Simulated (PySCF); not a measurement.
# B4NH5 (closo-2-NB4 (H on N)) at MP2/STO-3G

Aim: the vertical singlet–triplet gap of B4NH5 (closo-2-NB4 (H on N)) at MP2/STO-3G, from 2 runs. 

Program for the calculation: PySCF 2.14.0.

## 1. The system as given

B4NH5 has 10 atoms, charge 0, and is taken as a singlet. The coordinates come from a GFN2-xTB relaxation.

Bond lengths: N1–B2 1.655 Å, N1–B3 1.501 Å, B2–B3 1.735 Å, N1–B4 1.500 Å, B2–B4 1.555 Å, N1–B5 1.655 Å, B3–B5 1.555 Å, B4–B5 1.735 Å, N1–H6 1.011 Å, B2–H7 1.163 Å, B3–H8 1.167 Å, B4–H9 1.167 Å, B5–H10 1.163 Å. Some angles: N1–B2–B3 52.5°, N1–B2–B4 55.6°, B3–B2–B4 99.1°, B2–N1–B3 66.5°, B2–N1–B4 58.8°, B2–N1–B5 67.2°, B3–N1–B4 113.2°, B3–N1–B5 58.8°, B4–N1–B5 66.5°, N1–B3–B2 61.0°.

## 2. A single-point energy at MP2/STO-3G

input.py reads:

```python
from pyscf import gto, mp

molecule = gto.M(
    atom='''
N        0.087610       0.468700       0.568970
B        0.595510      -0.929770      -0.155170
B        0.705390       0.683870      -0.781810
B       -0.725420      -0.789410       0.653100
B       -0.745870       0.127620      -0.820010
H        0.208350       1.107310       1.343240
H        1.625040      -1.470870      -0.137660
H        1.584230       1.419310      -1.003770
H       -1.509690      -1.022790       1.485640
H       -1.825150       0.406030      -1.152530
''',
    basis='sto-3g',
    charge=0,
    verbose=3,
    max_memory=1860,
)

calc0 = molecule.RHF()
calc0.conv_tol = 1e-10
calc0.kernel()
if not calc0.converged:
    calc0 = calc0.newton().run(calc0.mo_coeff, calc0.mo_occ)

pt = mp.MP2(calc0, frozen=5).run()
etot = pt.e_tot
print('Final energy', etot)
```

Started as:

```sh
$ OMP_NUM_THREADS=1 python input.py
```

The program printed:

```text
converged SCF energy = -154.053793423604
E(RMP2) = -154.292185434132  E_corr = -0.238392010527646
E(SCS-RMP2) = -154.29837153205  E_corr = -0.244578108446429
Final energy -154.29218543413165
```

Wall time 1.1 s (1 thread of Arm Neoverse V1, shared host); peak memory 0.12 GiB.

## 3. The triplet

job.py reads:

```python
from pyscf import gto, mp

mol = gto.M(
    atom=[
    ('N', (0.087610, 0.468700, 0.568970)),
    ('B', (0.595510, -0.929770, -0.155170)),
    ('B', (0.705390, 0.683870, -0.781810)),
    ('B', (-0.725420, -0.789410, 0.653100)),
    ('B', (-0.745870, 0.127620, -0.820010)),
    ('H', (0.208350, 1.107310, 1.343240)),
    ('H', (1.625040, -1.470870, -0.137660)),
    ('H', (1.584230, 1.419310, -1.003770)),
    ('H', (-1.509690, -1.022790, 1.485640)),
    ('H', (-1.825150, 0.406030, -1.152530)),
],
    charge=0,
    verbose=4,
    max_memory=1860,
    spin=2,
    basis='sto-3g',
)

mf = mol.UHF()
mf.conv_tol = 1e-10
mf.kernel()
if not mf.converged:
    mf = mf.newton().run(mf.mo_coeff, mf.mo_occ)

pt = mp.MP2(mf, frozen=5).run()
e_tot = pt.e_tot
print('E(%s) = %.9f' % ('MP2', e_tot))
```

Started as:

```sh
$ OMP_NUM_THREADS=1 python job.py
```

The program printed:

```text
PySCF version 2.14.0

[... 45 lines left out ...]
WARN: HOMO 0.117702127369517 >= LUMO -0.135850943864147
[... 50 lines left out ...]
converged SCF energy = -153.902058708245  <S^2> = 2.0234826  2S+1 = 3.0156144
[... 1 line left out ...]
******** <class 'pyscf.mp.ump2.UMP2'> ********
nocc = (np.int64(12), np.int64(10)), nmo = (25, 25)
frozen orbitals 5
E(UMP2) = -154.11034141083  E_corr = -0.208282702584357
E(SCS-UMP2) = -154.117140253586  E_corr = -0.215081545340745
E_corr(same-spin) = -0.0402204204928651
E_corr(oppo-spin) = -0.168062282091492
E(MP2) = -154.110341411
```

Wall time 1 s (1 thread of Arm Neoverse V1, shared host); peak memory 0.12 GiB.

## 4. Outcome

At MP2/STO-3G, 5 core orbitals frozen:

```
                                                           quantity          value
                                              singlet: total energy  -154.29219 Eh
                      singlet: dipole moment (Hartree–Fock density)         2.17 D
                       singlet: HOMO energy (Hartree–Fock orbitals)       -7.59 eV
                       singlet: LUMO energy (Hartree–Fock orbitals)        6.15 eV
                     singlet: HOMO–LUMO gap (Hartree–Fock orbitals)       13.73 eV
               singlet: correlation energy (5 core orbitals frozen)     -238.4 mEh
                                              triplet: total energy  -154.11034 Eh
                      triplet: dipole moment (Hartree–Fock density)         1.29 D
triplet: HOMO energy (Hartree–Fock orbitals) (highest over α and β)       -3.56 eV
 triplet: LUMO energy (Hartree–Fock orbitals) (lowest over α and β)        1.91 eV
               triplet: correlation energy (5 core orbitals frozen)     -208.3 mEh
                         triplet: ⟨S²⟩ of the reference determinant          2.023
                   vertical energy of the triplet above the singlet       4.948 eV
```

**Reading.** At this shape the triplet lies 4.95 eV (114 kcal/mol) above the singlet. In a minimal basis such a difference can be off by several eV, whatever the method.
